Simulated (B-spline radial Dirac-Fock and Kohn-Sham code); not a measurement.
**An X-ray data sheet for Cl³⁺, step by step**

Wanted for Cl³⁺: its X-ray form factor and Compton profile, the binding energy of each subshell and how cheaper methods do for the levels.

The numbers are computed with B-spline radial Dirac-Fock and Kohn-Sham code (version 2): a free atom or ion on a radial basis; each step names its model.

## Step 1: The atom as given

The Cl³⁺ ion, [Ne] 3s1 3p3 (an excited configuration).

| Property | Result |
| --- | --- |
| nuclear charge | 17 |
| electrons | 14 |
| mass number | 35 |
| nuclear rms radius | 3.3654 fm |

Outer shells as boxes (Hund's rule, for the drawing alone; heavy ions are jj-coupled, and the calculation averages over the configuration):

```
[Ne] core
3s [↑ ]
3p [↑ ][↑ ][↑ ]
```

## Step 2: Form factor and Compton profile

Model: Dirac-Fock average of configuration, finite nucleus; form factor of the spherical density, Waller-Hartree incoherent function, impulse-approximation Compton profiles.

The run's settings:

```ini
task = scatter
Z = 17
charge = 3
configuration = 1s2 2s2 2p6 3s1 3p3
mass_number = 35
rms_radius = 3.3654  # fm
s = [0.0, 0.05, 0.1, 0.15, 0.2, 0.25, 0.3, 0.35, 0.4, 0.45, 0.5, 0.6, 0.7, 0.8, 0.9, 1.0, 1.1, 1.2, 1.4, 1.6, 1.8, 2.0, 2.5, 3.0, 3.5, 4.0, 5.0, 6.0]  # 1/A
pz = [0, 0.1, 0.14, 0.19, 0.27, 0.37, 0.51, 0.7, 0.98, 1.4, 1.9, 2.6, 3.6, 5.0, 6.9, 9.5, 13.0, 18.0, 25.0, 35.0, 48.0]  # a.u.
photon_energy = [1000, 2000, 10000, 17479.3, 50000, 100000, 200000, 1000000]  # eV
```

Results of the run (chosen fields of its result record, rounded):

```text
{
  "status": "converged",
  "form_factor [e]": [14.0, 13.783, 13.181, 12.322, 11.358, 10.418, 9.5807, 8.8732, 8.2862, 7.7932, 7.3644, 6.6068, 5.9004, 5.2204, 4.5803, 3.9992, 3.4899, 3.056, 2.3985, 1.9658, 1.6867, 1.5036, 1.2409, 1.0677, 0.91359, 0.77134, 0.53463, 0.3659],
  "incoherent": [-3.2618e-12, 0.32506, 1.1602, 2.1981, 3.1761, 3.9853, 4.6377, 5.1866, 5.6777, 6.137, 6.5767, 7.4122, 8.1891, 8.8971, 9.526, 10.072, 10.537, 10.927, 11.525, 11.943, 12.248, 12.483, 12.919, 13.238, 13.474, 13.643, 13.839, 13.928],
  "compton_total [1/a.u.]": [2.9644, 2.9543, 2.9446, 2.9278, 2.8898, 2.8222, 2.6901, 2.4502, 2.0316, 1.4776, 1.0899, 0.82172, 0.56947, 0.32717, 0.16326, 0.076419, 0.033727, 0.012236, 0.0034793, 0.00076016, 0.00015544],
  "shells": ["1s1/2", "2s1/2", "2p1/2", "2p3/2", "3s1/2", "3p1/2", "3p3/2"],
  "occupation": [2.0, 2.0, 2.0, 4.0, 1.0, 1.0, 2.0],
  "mean_momentum [a.u.]": [14.128, 4.285, 5.7367, 5.7047, 1.637, 1.8602, 1.8544],
  "r2 [bohr^2]": 12.016,
  "r_inverse [1/bohr]": 62.966,
  "r1 [bohr]": 9.4645,
  "coherent [b]": [125.28, 112.61, 41.028, 20.335, 3.954, 1.1507, 0.30916, 0.012832],
  "incoherent_cross_section [b]": [0.27114, 0.89138, 4.1806, 5.6338, 6.919, 6.5814, 5.598, 2.9528],
  "radial_jk": {
    "3p": {"j0": [1.0, 0.95144, 0.81903, 0.63645, 0.4435, 0.27232, 0.14059, 0.051989, 0.00096586, -0.022031, -0.026747, -0.011037, 0.010174, 0.024262, 0.03024, 0.030535, 0.027706, 0.023571, 0.015153, 0.0087451, 0.0045551, 0.0020144, -0.00046986, -0.00082474, -0.00068595, -0.00049122, -0.00022731, -0.00010604], "j2": [0.0, 0.019223, 0.069415, 0.13217, 0.18726, 0.22084, 0.22858, 0.21402, 0.1847, 0.14859, 0.11207, 0.052012, 0.015798, -0.00083593, -0.0054646, -0.0041407, -0.0006028, 0.0031949, 0.0087526, 0.011101, 0.01129, 0.010385, 0.0069998, 0.0042933, 0.0025867, 0.0015723, 0.00061775, 0.00026674], "r2": 2.6998, "r4": 11.82, "r6": 77.211}
  }
}
```

The scattering functions against s = sin θ / λ:

| s (1/Å) | f (e) | f / N | S(s) |
| --- | --- | --- | --- |
| 0 | 14.00 | 1.000 | 0 |
| 0.100 | 13.18 | 0.942 | 1.160 |
| 0.200 | 11.36 | 0.811 | 3.176 |
| 0.300 | 9.581 | 0.684 | 4.638 |
| 0.400 | 8.286 | 0.592 | 5.678 |
| 0.500 | 7.364 | 0.526 | 6.577 |
| 0.700 | 5.900 | 0.421 | 8.189 |
| 0.900 | 4.580 | 0.327 | 9.526 |
| 1.10 | 3.490 | 0.249 | 10.54 |
| 1.40 | 2.398 | 0.171 | 11.52 |
| 1.80 | 1.687 | 0.120 | 12.25 |
| 2.50 | 1.241 | 0.089 | 12.92 |
| 3.50 | 0.9136 | 0.065 | 13.47 |
| 5.00 | 0.5346 | 0.038 | 13.84 |

## Step 3: Binding energies

Model: Dirac-Fock average of configuration, Delta-SCF, finite nucleus, first-order Breit with its frequency dependence, self-energy and vacuum polarisation.

The run's settings:

```ini
task = binding
```

Results of the run (chosen fields of its result record, rounded):

```text
{
  "status": "converged",
  "shells": ["K", "L1", "L2", "L3", "M1", "M2,3"],
  "total_energy_parts [Ha]": [-457.681202, 0.116550502, -0.00872386974, -0.000107100814, 0.0760897406, -0.0051399506],
  "koopmans [eV]": [2912.61, 336.206, 266.958, 265.192, 68.3157, 51.2565],
  "dirac_coulomb [eV]": ["-", "-", "-", 258.174, 67.7587, 50.767],
  "gaunt [eV]": ["-", "-", "-", -0.107761, -0.00935067, -0.0110645],
  "retardation [eV]": ["-", "-", "-", 0.017221, 0.000222294, 0.00208624],
  "breit_frequency [eV]": ["-", "-", "-", 0.000514824, -4.02557e-05, 2.81348e-05],
  "self_energy [eV]": ["-", "-", "-", 0.00845592, -0.00951812, 0.00122863],
  "vacuum_polarisation [eV]": ["-", "-", "-", -0.000686482, 0.000602466, -8.52345e-05],
  "binding [eV]": ["-", "-", "-", 258.092, 67.7406, 50.7592],
  "mean_radius [bohr]": [0.0908388, 0.439321, 0.402431, 0.404624, 1.3957, 1.53003]
}
```

total_energy_parts: Dirac-Coulomb, Gaunt, retardation, frequency dependence, self-energy, vacuum polarisation. Blank entries are hole states that did not converge, or in which two open shells of one symmetry are about equally filled, where the average of configuration falls too low.

The binding energies by parts, in eV; the parts add up.

| level | -ε | relaxation | Breit | QED | binding |
| --- | --- | --- | --- | --- | --- |
| L3 (2p3/2) | 265.2 | -7.02 | -0.09 | 0.01 | 258.1 |
| M1 (3s) | 68.32 | -0.56 | -0.01 | -0.01 | 67.74 |
| M2,3 (3p) | 51.26 | -0.49 | -0.01 | 0.00 | 50.76 |

## Step 4: The levels by Dirac LDA

Model: Dirac-Kohn-Sham LDA (Slater exchange, VWN correlation), finite nucleus, spherical and without spin polarisation.

The run's settings:

```ini
task = binding-ladder
method = lda,vwn
relativity = dirac
```

Results of the run (chosen fields of its result record, rounded):

```text
{
  "status": "converged",
  "shells": ["K", "L1", "L2", "L3", "M1", "M2,3"],
  "minus_eigenvalue [eV]": [2789.13, 297.584, 238.779, 237.075, 59.385, 45.7126],
  "delta_scf [eV]": [2889.03, 318.187, 261.435, 259.619, 66.9987, 52.8486],
  "total_energy [Ha]": -456.759418,
  "dirac_fock_binding [eV]": ["-", "-", "-", 258.092, 67.7406, 50.7592]
}
```

Against the Dirac-Fock value with Breit and QED (eV):

| level | -ε | miss | ΔSCF | miss | Dirac-Fock |
| --- | --- | --- | --- | --- | --- |
| L3 | 237.1 | -21.0 | 259.6 | +1.5 | 258.1 |
| M1 | 59.39 | -8.4 | 67.00 | -0.7 | 67.74 |
| M2,3 | 45.71 | -5.0 | 52.85 | +2.1 | 50.76 |

## Step 5: Cost and miss of the cheaper method

| method | level | eigenvalue miss (%) | ΔSCF miss (%) | time |
| --- | --- | --- | --- | --- |
| Dirac LDA | L3 | -8.14 | +0.59 | 1.7 s |
| Dirac-Fock + Breit + QED | all | - | reference | 2.8 s |

Times cover the ground state and all hole states of a step, on one thread of a shared host; states solved in an earlier step are reused, and a first call can include compiling.

## Step 6: Outcome

| quantity | value |
| --- | --- |
| rms radius of the electron cloud | 0.926 bohr |
| form factor halves at | 0.55 1/Å |
| Compton profile at zero | 2.964 1/a.u. |
| deepest level listed, L3 (2p3/2) | 258.1 eV |
| least bound, M2,3 (3p) | 50.76 eV |
| Dirac LDA, L3: eigenvalue / ΔSCF | 237.1 / 259.6 eV |

In words: f falls from 14 to half of that at s = 0.55 1/Å. Incoherent scattering outweighs coherent from 50.0 keV on, among the energies asked. For L3 (2p3/2), relaxation takes off 7.02 eV, Breit terms shift it by -0.09 and QED by +0.01 eV. Dirac LDA misses the L3 level by -8.1 % with its eigenvalue and by +0.6 % with ΔSCF, so total-energy differences mend most of the error. The Hartree-Fock and Dirac-Fock values hold no electron correlation.
